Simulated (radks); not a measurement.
# F⁺ in [He] 2s1 2p5: an all-electron calculation

Aim: the levels, the sizes of the orbitals and the parts of the energy of the fluorine ion F+.

Program: radks (a radial shooting solver on a logarithmic mesh, Libxc functionals) version 1. Level of theory: scalar-relativistic Kohn-Sham, XLYP, spin-unpolarised, spherical densities, point nucleus. These are calculated values, not measurements, unless marked.

### Step 1. What is computed

| Quantity | Value |
| --- | --- |
| element | fluorine (Z = 9) |
| charge | +1 |
| electrons | 8 |
| configuration | [He] 2s1 2p5 |

The outer shells:

F⁺
```
[He] core
2s [↑ ]
2p [↑↓][↑↓][↑ ]
```

### Step 2. Self-consistent calculation

Settings of this run:

```text
Z 9
configuration [He] 2s1 2p5
relativity scalar-relativistic
functional xlyp
spin unpolarised
nucleus point
c 137.035999084
```

Q: Predict the outcome of this run.

As calculated:

```
                        quantity                 value
                    total energy     -98.48461 hartree
exchange-correlation share of it                9.95 %
                            −T/E                0.9995
          highest occupied level        2p, -28.482 eV
    most extended occupied level  2p, <r> = 0.986 bohr
 radius at density 0.001 e/bohr³             2.80 bohr
    maxima of the radial density                     2
```

**Reading.** The radial density shows 2 maxima for 2 occupied principal shells. This is not the tabulated ground configuration, so its levels and sizes aren't those of the ground state, and no measured value stands beside it.
